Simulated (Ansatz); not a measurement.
# Ga2O3: the cost of one run

Program: Ansatz 0.2.0. Level of theory: DFT PBE, scalar-relativistic, plane waves, PAW. These are calculated values, not measurements.

### Step 1. The starting structure

The cell holds 15 atoms (Ga6O9): a = 5.474 Å, b = 5.458 Å, c = 5.623 Å, α = 90.30°, β = 90.30°, γ = 90.79°.

It is the last frame of an earlier stage of the same melt, run at 300 K.

Structure file:

```
Ga O
1.0
     5.47426   -0.03784   -0.01479
    -0.03784    5.45800   -0.01432
    -0.01479   -0.01432    5.62312
Ga O
6 9
Direct
  0.01373 0.32302 0.74550
  0.73449 0.50610 0.28853
  0.21791 0.73101 0.28430
  0.57320 0.04468 0.60608
  0.46123 0.53562 0.82307
  0.80699 0.02906 0.07467
  0.60375 0.74097 0.10388
  0.86399 0.96723 0.74093
  0.33389 0.19966 0.73960
  0.46375 0.69925 0.53705
  0.00562 0.52584 0.46210
  0.75268 0.38183 0.91877
  0.60830 0.19804 0.31319
  0.16577 0.59678 0.95924
  0.09560 0.01729 0.22350
```

### Step 2. Relaxation without symmetry, coarse mesh

Cell and atoms move without symmetry, on a coarse mesh with loose thresholds.

The input, input.yaml:

```yaml
crystal:
  lattice:
    - [5.474258, -0.037845, -0.014794]
    - [-0.037845, 5.458001, -0.014321]
    - [-0.014794, -0.014321, 5.623118]
  atoms:
    - { symbol: Ga, position: [0.0137311776, 0.3230204096, 0.7455046661] }
    - { symbol: Ga, position: [0.734490199, 0.5061002431, 0.2885331461] }
    - { symbol: Ga, position: [0.2179065639, 0.7310149397, 0.2843022667] }
    - { symbol: Ga, position: [0.5731999295, 0.0446827352, 0.6060766705] }
    - { symbol: Ga, position: [0.4612283434, 0.5356196287, 0.8230736694] }
    - { symbol: Ga, position: [0.8069861163, 0.0290633858, 0.0746746993] }
    - { symbol: O, position: [0.6037520565, 0.7409721863, 0.103881953] }
    - { symbol: O, position: [0.8639877861, 0.9672301614, 0.7409285755] }
    - { symbol: O, position: [0.3338862594, 0.19966266, 0.7395985382] }
    - { symbol: O, position: [0.4637510956, 0.6992504, 0.5370544078] }
    - { symbol: O, position: [0.0056220569, 0.5258377322, 0.4621033043] }
    - { symbol: O, position: [0.7526815343, 0.3818307871, 0.9187689814] }
    - { symbol: O, position: [0.6082960765, 0.198044362, 0.3131870948] }
    - { symbol: O, position: [0.165772565, 0.5967812838, 0.9592368947] }
    - { symbol: O, position: [0.095602424, 0.0172896083, 0.2234959964] }
  symmetry: { detect: false }
basis:
  ecutwfc: 420
kpoints:
  mp_grid: { grid: [2, 2, 2], shift: [0.5, 0.5, 0.5] }
hamiltonian:
  xc: pbe
scf:
  occupations: { method: gaussian, width: 0.1 }
  lower_state_search: "off"
output:
  forces: true
  stress: true
  eigenvalues: true
relax:
  adjacent_minimum: "off"
  f_tol: 0.04
  max_steps: 70
  cell: { stress_tol: 0.3 }
```

The run is started by

```console
> ansatz run input.yaml --threads 2 --pin off --max-ram 5120MiB --backend cpu --events-out ev --progress --plain --runs-dir out
```

Q: Estimate wall time and peak memory on 2 threads of Arm Neoverse V2, shared host.

About 72 s, with a peak of 0.47 GiB.
